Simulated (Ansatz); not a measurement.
Sr3Zn, space group Pm-3m, a frozen displacement of one atom

Computed with the Ansatz DFT code, driven from Python.

The script, `push.py`:
```python
"""Energy and force of Sr3Zn as one atom is pushed off its site."""

import ansatz
import numpy as np

vectors = np.array([
    [5.479942, 0.0, 0.0],
    [0.0, 5.479942, 0.0],
    [0.0, 0.0, 5.479942],
])
system = (
    ansatz.Lattice.of(vectors)
    .atom("Sr", (0.5, 0.0, 0.5))
    .atom("Sr", (0.5, 0.5, 0.0))
    .atom("Sr", (0.0, 0.5, 0.5))
    .atom("Zn", (0.0, 0.0, 0.0))
)

inverse = np.linalg.inv(np.array(system.lattice.vectors))
home = np.array(system.sites[0].position)
values = np.linspace(-0.1, 0.1, 5)
energies, pulls = [], []
for shift in values:
    moved = system.move(0, to=home + shift * inverse[0])
    setup = moved.calculation()
    setup = setup.kpoints(mesh=(4, 4, 4)).functional(ansatz.Functional.PBE)
    setup = setup.occupations("Fermi-Dirac", width=0.05)
    setup = setup.forces()
    rep = setup.run().report
    energies.append(rep["free_energy_ev"])
    pulls.append(rep["forces_ev_ang"][0][0])

# the force is minus the slope of the free energy
print("shift (A)   dE (eV)   force along x (eV/A)")
for shift, e, f in zip(values, energies, pulls):
    print(f"{shift:8.3f} {e - energies[2]:10.5f} {f:12.4f}")
print(f"stiffness from energies {2 * np.polyfit(values, energies, 2)[0]:.3f}, from forces {-np.polyfit(values, pulls, 1)[0]:.3f} eV/A^2")
```

```console
$ python push.py
DeckWarning: basis.ecutwfc = 420 eV, auto-derived from the records' recommended cutoffs: set by Sr (normal level)
shift (A)   dE (eV)   force along x (eV/A)
  -0.100    0.00660       0.1321
  -0.050    0.00165       0.0660
   0.000    0.00000      -0.0000
   0.050    0.00165      -0.0660
   0.100    0.00660      -0.1321
stiffness from energies 1.320, from forces 1.320 eV/A^2
```
(Warnings from the package without file and line.)

The curvature of the energy gives 1.320 eV/Å² and the slope of the force 1.320 eV/Å², a positive curvature.

The mesh is modest for a metal, so energies can be off by several to tens of meV an atom and pressures by half a GPa or more; differences at equal mesh fare better. In a metal a curvature from energy changes of a few meV or less hangs on mesh and smearing, in size and even in sign. This cell is a computed structure, which may not be the phase found in nature. All periodic images of the atom move with it, so the curvature is one diagonal element of the zone-centre force constants and no normal mode; a positive value doesn't exclude soft modes in which several atoms move. The whole script took 40 s on 1 thread of Arm Neoverse V1, with other jobs on the host, peak memory 0.45 GiB.

(Lines on the test bed's own set-up are left out of the output.)
